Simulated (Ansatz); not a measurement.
# ZrH (doublet): wave-function methods side by side, def2-QZVPP

The task here is to estimate one member of a computed series from the others.

Computed with Ansatz 0.2.0, Gaussian basis. Level: def2-QZVPP, core rule «outside noble gas», up to 4 orbitals frozen.

To be run: UHF; ROHF; CCSD(T) on UHF.

### The geometry

The geometry is a PBE0/def2-TZVP stationary point (not a proven minimum) of the parent state, kept for this charge and spin. No spin-orbit coupling is included. Elements past krypton take def2 core potentials.

2 atoms, charge 0, spin multiplicity 2.

Atoms are counted from 1 here; the program's logs count them from 0.

Bond lengths: Zr1–H2 1.859 Å.

The first run:

Input file in.yaml:

```yaml
crystal:
  periodic: [false, false, false]
  atoms:
    - {symbol: Zr, position_ang: [0.000000, 0.000000, 0.000000]}
    - {symbol: H, position_ang: [0.000000, 0.000000, 1.858985]}
basis:
  gaussian: {orbitals: "def2-QZVPP.json"}
magnetization: {spin_polarized: true, initial_magnetization: 1}
hamiltonian: {xc: hf}
output: {orbitals: {seedname: orbitals}}
```

On the command line:

```console
$ ansatz run in.yaml --threads 1 --pin off --events-out ev --progress --plain --max-ram 3968MiB --backend cpu
```

Steps of the session up to this table: UHF; ROHF; CCSD(T) on UHF.

One of the session's tables, all rows but one given; the rest of the session is left out.

It belongs to the step «Misses and costs». 

| method | from UCCSD(T) (kJ/mol) |
| --- | --- |
| ROHF | +276.3 |
| UHF | +231.7 |
| UMP2 | +72.2 |
| UCCSD | ? |
| UCCSD(T) | 0 |

**Question.** Estimate the row for UCCSD.

**Answer.** from UCCSD(T) (kJ/mol): +10.4. In the column «from UCCSD(T) (kJ/mol)» it lies between UCCSD(T) (0) and UMP2 (+72.2).

Limits of these values: The determinant is far from a pure spin state, so its energy mixes those of several spin states (harmless only where they are near-degenerate, as at dissociation). Warnings: spin contamination; coupled cluster took another determinant than the lowest.
